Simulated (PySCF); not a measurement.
# Si: dipole response in aug-cc-pwCVQZ

Aim: the static polarisability and the C₆ coefficient of Si, method by method.

The numbers are computed with PySCF 2.14.0 (unrestricted determinants in a Gaussian basis, no spin-orbit coupling in the energies), except any that are marked as measured or tabulated.

## Step 1: The atom as given

| Item | Value |
| --- | --- |
| Element | silicon (Z = 14) |
| Basis | aug-cc-pwCVQZ (10s9p7d5f3g, 134 functions) |
| Hamiltonian | no relativity, point nucleus |
| State 1 | Si: [Ne] 3s1 3p3, high-spin 5S determinant (an excited configuration) |
| Methods | wB97M-V |

The outer shells:

Si [Ne] 3s1 3p3
```
[Ne] core
3s [↑ ]
3p [↑ ][↑ ][↑ ]
```

The runs were made by one driver on top of PySCF. The scripts below sum up each run's settings (the driver also hands on starting orbitals that pick excited configurations, and frozen orbitals as a list rather than a count), and the logs come from the driver's own runs. The driver starts from symmetry-adapted Hartree-Fock orbitals, holds the occupation by maximum overlap and uses a logarithmic radial grid for functionals, so a plain start would take other cycles.

The integrals over 134 functions and the set-up took 1.4 s of CPU time.

## Step 2: Si [Ne] 3s1 3p3: wB97M-V

#### wB97M-V

The input, input.py:

```python
from pyscf import gto, scf, dft, mp, cc
import basis_set_exchange as bse
mol = gto.M(atom="Si 0 0 0", charge=0, spin=4, symmetry="D2h",
            basis=gto.basis.parse(bse.get_basis("aug-cc-pwCVQZ", elements=["Si"], fmt="nwchem")))
mf = dft.UKS(mol, xc="WB97M_V")
mf.irrep_nelec = {'Ag': (3, 2), 'B1u': (2, 1), 'B2u': (2, 1), 'B3u': (2, 1)}
mf.kernel()
```

What it wrote:

```text
damping factor = 0
level_shift factor = 0
DIIS = <class 'pyscf.scf.diis.CDIIS'>
diis_start_cycle = 1
diis_space = 10
diis_damp = 0
SCF conv_tol = 1e-09
SCF conv_tol_grad = None
number electrons alpha = 9  beta = 5
XC functionals = WB97M_V
    N. Mardirossian and M. Head-Gordon.,  J. Chem. Phys. 144, 214110 (2016)
NLC functional = WB97M_V
cycle= 1 E= -289.196619813763  delta_E= -0.0067  |g|= 0.0179  |ddm|= 2.29
cycle= 2 E= -289.196733022923  delta_E= -0.000113  |g|= 0.00437  |ddm|= 0.297
cycle= 3 E= -289.196739902842  delta_E= -6.88e-06  |g|= 0.00126  |ddm|= 0.0501
cycle= 4 E= -289.196740801114  delta_E= -8.98e-07  |g|= 0.00015  |ddm|= 0.0104
cycle= 5 E= -289.196740871366  delta_E= -7.03e-08  |g|= 1.66e-05  |ddm|= 0.00184
cycle= 6 E= -289.196740872232  delta_E= -8.66e-10  |g|= 1.86e-06  |ddm|= 0.000262
converged SCF energy = -289.196740872232  <S^2> = 6.0000243  2S+1 = 5.0000097
```

It used 74 s of CPU time after the integrals (shared host).

The occupied shells:

| shell | electrons | mean orbital energy (eV) | spread (eV) | rms radius (bohr) |
| --- | --- | --- | --- | --- |
| 1s α | 1 | -1809.0 | 0 | 0.129 |
| 1s β | 1 | -1808.5 | 0 | 0.129 |
| 2s α | 1 | -150.07 | 0 | 0.619 |
| 2s β | 1 | -149.51 | 0 | 0.619 |
| 2p α | 3 | -104.27 | 0 | 0.604 |
| 2p β | 3 | -103.58 | 0 | 0.604 |
| 3s α | 1 | -16.576 | 0 | 2.31 |
| 3p α | 3 | -8.306 | 0 | 2.89 |

⟨S²⟩ = 6.000, ⟨L²⟩ = 0.00.

The driver then solved the coupled dipole response at imaginary frequencies: mean α = 39.39 bohr³, C₆ = 310.3 au for a like pair.

Radial density 4πr²ρ of Si at wB97M-V:

| r (bohr) | density | spin density |
| --- | --- | --- |
| 0.00179 | 0.0675 | 0.000 |
| 0.00301 | 0.185 | 0.001 |
| 0.00506 | 0.493 | 0.001 |
| 0.00851 | 1.27 | 0.003 |
| 0.0143 | 3.05 | 0.008 |
| 0.0241 | 6.57 | 0.018 |
| 0.0405 | 11.8 | 0.031 |
| 0.0682 | 15.7 | 0.043 |
| 0.115 | 13.5 | 0.060 |
| 0.193 | 9.67 | 0.167 |
| 0.324 | 13.2 | 0.348 |
| 0.546 | 12.1 | 0.124 |
| 0.918 | 3.54 | 0.167 |
| 1.54 | 1.69 | 1.511 |
| 2.60 | 1.41 | 1.405 |
| 4.37 | 0.288 | 0.288 |
| 7.34 | 0.0106 | 0.011 |
| 12.4 | 1.47e-05 | 0.000 |

## Step 3: The response side by side

Si [Ne] 3s1 3p3, in atomic units:

| method | mean α | C₆ (like pair) | S(−4) |
| --- | --- | --- | --- |
| wB97M-V | 39.39 | 310.3 | 646.9 |

α(iu) at wB97M-V:

| u (hartree) | α(iu) (bohr³) |
| --- | --- |
| 0 | 39.39 |
| 0.0500 | 37.85 |
| 0.100 | 34.00 |
| 0.200 | 24.69 |
| 0.300 | 17.39 |
| 0.500 | 9.276 |
| 0.750 | 5.012 |
| 1.00 | 3.121 |
| 1.50 | 1.576 |
| 2.00 | 0.9781 |
| 3.00 | 0.5146 |
| 5.00 | 0.2393 |

## Step 4: Results

| quantity | value |
| --- | --- |
| α of Si [Ne] 3s1 3p3 | 39.39 (wB97M-V) bohr³ |

What this shows: A single London oscillator with the computed α and C₆ of Si [Ne] 3s1 3p3 at wB97M-V would have ω = 4 C₆ / (3 α²) = 0.267 hartree. The basis is finite, and no extrapolation was made.
